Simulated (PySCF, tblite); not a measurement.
# C7H3ClOS: geometry, infrared bands and NMR shifts

Aim: predict the infrared bands and NMR shifts of C7H3ClOS (`C#Cc1csc(C(=O)Cl)c1`).

Computed with tblite 0.8.0 and PySCF 2.14.0, with density-fitted response routines of our own, on a single molecule in the gas phase. Atoms are numbered from 0 throughout.

## Step 1: The molecule as given

13 atoms, charge 0, multiplicity 1; geometry from: force field or distance geometry start.

Bonds of the start (Å): C0–C1 1.19, C1–C2 1.44, C2–C3 1.37, C3–S4 1.71, S4–C5 1.72, C5–C6 1.47, C6–O7 1.23, C6–Cl8 1.76, C5–C9 1.39, C9–C2 1.41, C0–H10 1.08, C3–H11 1.09, C9–H12 1.09.

## Step 2: Relaxing the molecule with GFN2-xTB

Job settings and geometry (Å):

```
{"job": {"kind": "relax", "xc": "GFN2-xTB", "basis": "xTB"}, "charge": 0, "multiplicity": 1}
C     -3.140900     1.339600     0.287300
C     -2.136600     0.736100     0.099100
C     -0.909900     0.002400    -0.100200
C     -0.882000    -1.225000    -0.706800
S      0.711400    -1.840200    -0.802000
C      1.373700    -0.441800    -0.060200
C      2.827800    -0.364800     0.139400
O      3.607000    -1.254000    -0.195400
Cl     3.386700     1.104500     0.921600
C      0.375000     0.462400     0.270200
H     -4.056000     1.882000     0.445100
H     -1.713800    -1.820000    -1.073700
H      0.553300     1.419300     0.757900
```

The run is started by

```sh
> OMP_NUM_THREADS=1 python probes_run.py task.json out
```

The driver reads the jobs from task.json and runs them one after another.

**Question.** This job is followed by: GFN2-xTB harmonic vibrations, gas phase; GIAO PBE0/pcSseg-1 NMR shielding, non-relativistic, gas phase. What will the session give for the following? strongest single infrared mode (GFN2-xTB); zero-point energy (GFN2-xTB); ¹³C shifts against TMS (PBE0/pcSseg-1); ¹H shifts against TMS (PBE0/pcSseg-1); ³³S shifts against CS2 (PBE0/pcSseg-1); ¹⁷O shifts against H2O (PBE0/pcSseg-1); ³⁵Cl shifts against HCl (PBE0/pcSseg-1).

**Answer**, as computed:

| quantity | value |
| --- | --- |
| strongest single infrared mode (GFN2-xTB) | 1788 cm⁻¹, 460 km/mol |
| zero-point energy (GFN2-xTB) | 46.2 kcal/mol |
| ¹³C shifts against TMS (PBE0/pcSseg-1) | 166.9, 153.9, 151.0, 144.6, 127.2, 88.8, 81.3 ppm |
| ¹H shifts against TMS (PBE0/pcSseg-1) | 8.27, 7.94, 2.83 ppm |
| ³³S shifts against CS2 (PBE0/pcSseg-1) | 254 ppm |
| ¹⁷O shifts against H2O (PBE0/pcSseg-1) | 546.7 ppm |
| ³⁵Cl shifts against HCl (PBE0/pcSseg-1) | 428 ppm |

Over 40 steps the energy fell by 0.153 eV; of the close pairs, C6–O7 changed most, 1.229 to 1.191 Å. No mode is imaginary among the 33: a minimum at this level. The strongest single mode, at 1788 cm⁻¹, moves mainly C6 and O7. Unscaled tight-binding wavenumbers are off by several per cent, some by more. Its intensities can rank the bands wrongly. NICS(1)zz of -23 ppm above the planar ring from C2 marks a diatropic (aromatic) ring current.
